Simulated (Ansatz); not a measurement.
# Al (P6_3/mmc): test of the smearing width, by script

A script is to give a test of the smearing width; the system is Al (P6_3/mmc).

All numbers are computed with the Python package of Ansatz 0.2.0. Level of theory: DFT PBEsol, plane waves, PAW.

**1. The structure**

The structure is hexagonal, space group P6_3/mmc (No. 194). The conventional cell has a = 2.827 Å, b = 2.827 Å, c = 9.186 Å, α = 90.00°, β = 90.00°, γ = 120.00°. Al (site symmetry -3m) is surrounded by 12 Al at 2.82 to 2.83 Å. Al (site symmetry -6m2) has 12 Al at 2.82 to 2.83 Å as nearest neighbours.

The script holds or builds the structure itself.

**2. The code**

smear_al.py

```python
# -*- coding: utf-8 -*-
import ansatz as az
import matplotlib.pyplot as plt


def main():
    al = (
        az.Lattice.from_parameters(2.82707702, 2.82707702, 9.18599307, alpha=90, beta=90, gamma=120)
        .space_group(194)
        .atom("Al", (0.0, 0.0, 0.0))
        .atom("Al", (1 / 3, 2 / 3, 0.25))
    )

    base = (
        al.calculation()
        .functional("pbesol")
        .kpoints(mesh=(10, 10, 3))
    )

    rows = []
    for value in [0.3, 0.2, 0.1, 0.05]:
        report = base.occupations("gaussian", width=value).run(threads=1).report
        rows.append((value, report["free_energy_ev"] / len(report["lattice"]["sites"]), report["n_iterations"], report["n_kpoints"]))

    print("  width (eV)   F/atom (eV)    iterations      k-points")
    for row in rows:
        print(f"{str(row[0]):>12s}  {row[1]:12.5f}  {row[2]:12d}  {row[3]:12d}")

    for row in rows[:-1]:
        shift = 1000 * (row[1] - rows[-1][1])
        print(f"{row[0]}: {shift:+.2f} meV/atom" + ("  (within 5 meV)" if abs(shift) < 5 else ""))
    plt.figure(figsize=(4.5, 3))
    plt.plot([str(row[0]) for row in rows], [1000 * (row[1] - rows[-1][1]) for row in rows], "o-")
    plt.xlabel("width (eV)")
    plt.ylabel("F - F(last) (meV/atom)")
    plt.tight_layout()
    plt.savefig("smear.png", dpi=100)


if __name__ == "__main__":
    main()
```

**3. The calls as engine input**

The package turns the script's settings into the engine's input (first run):

```yaml
crystal:
  lattice:
    a: 2.82707702
    b: 2.82707702
    c: 9.18599307
    alpha: 90.0
    beta: 90.0
    gamma: 120.0
  space_group: 194
  atoms:
    - { symbol: Al, position: [0.0, 0.0, 0.0] }
    - { symbol: Al, position: [0.3333333333333333, 0.6666666666666666, 0.25] }
kpoints:
  mp_grid:
    grid: [10, 10, 3]
hamiltonian:
  xc: pbesol
scf:
  occupations:
    method: gaussian
    width: 0.3
```

**4. The run**

Run with:

```bash
$ python smear_al.py
```

Log:

```text
DeckWarning: basis.ecutwfc = 420 eV, auto-derived from the records' recommended cutoffs: set by Al (normal level)
  width (eV)   F/atom (eV)    iterations      k-points
         0.3    -524.54872             6            28
         0.2    -524.54542             6            28
         0.1    -524.54367             6            28
        0.05    -524.54329             6            28
0.3: -5.43 meV/atom
0.2: -2.14 meV/atom  (within 5 meV)
0.1: -0.39 meV/atom  (within 5 meV)
```

(Warnings from the package without file and line.)

Wall time 4.1 s (1 thread of Arm Neoverse V2, shared host); peak memory 0.38 GiB.

**5. What changed from run to run**

The engine's inputs for the other runs:

Run 2, against run 1:

```diff
@@ -21 +21 @@
-    width: 0.3
+    width: 0.2
```

Run 3, against run 1:

```diff
@@ -21 +21 @@
-    width: 0.3
+    width: 0.1
```

Run 4, against run 1:

```diff
@@ -21 +21 @@
-    width: 0.3
+    width: 0.05
```

**6. Run by run**

One row for each of the 4 runs:

```
run  width (eV)  energy from run 4 (meV/atom)  the same at zero width (meV/atom)  SCF cycles  CPU time (s)
  1         0.3                         -5.43                               0.66           6          0.78
  2         0.2                         -2.14                               0.23           6          0.69
  3         0.1                         -0.39                               0.01           6          0.72
  4        0.05                          0.00                               0.00           6          0.75
```

Energies are free energies F = E - TS of the smeared occupations. 

**7. Summary of results**

```
                              quantity           value
                         runs compared               4
       last run but one, from the last  -0.39 meV/atom
within 5 meV/atom of the last run from             0.2
```

What this shows: Going from 0.05 to 0.3 eV changes F by -5.4 meV an atom. With this scheme F falls roughly as the square of the width; the report's estimate for zero width (energy_sigma0_ev) moves by only +0.7 meV. For a metal this k-point mesh is coarse: on a finer one energies can move by several to tens of meV an atom and pressures by half a GPa or more, differences at one mesh by less. The free energy holds a sizeable smearing term, which stands for no physical temperature. The narrowest width needs the finest mesh, so the last row is no converged reference. This isn't the structure that Al takes at ambient conditions. Whether this is the phase that is stable at ambient conditions was not tested.
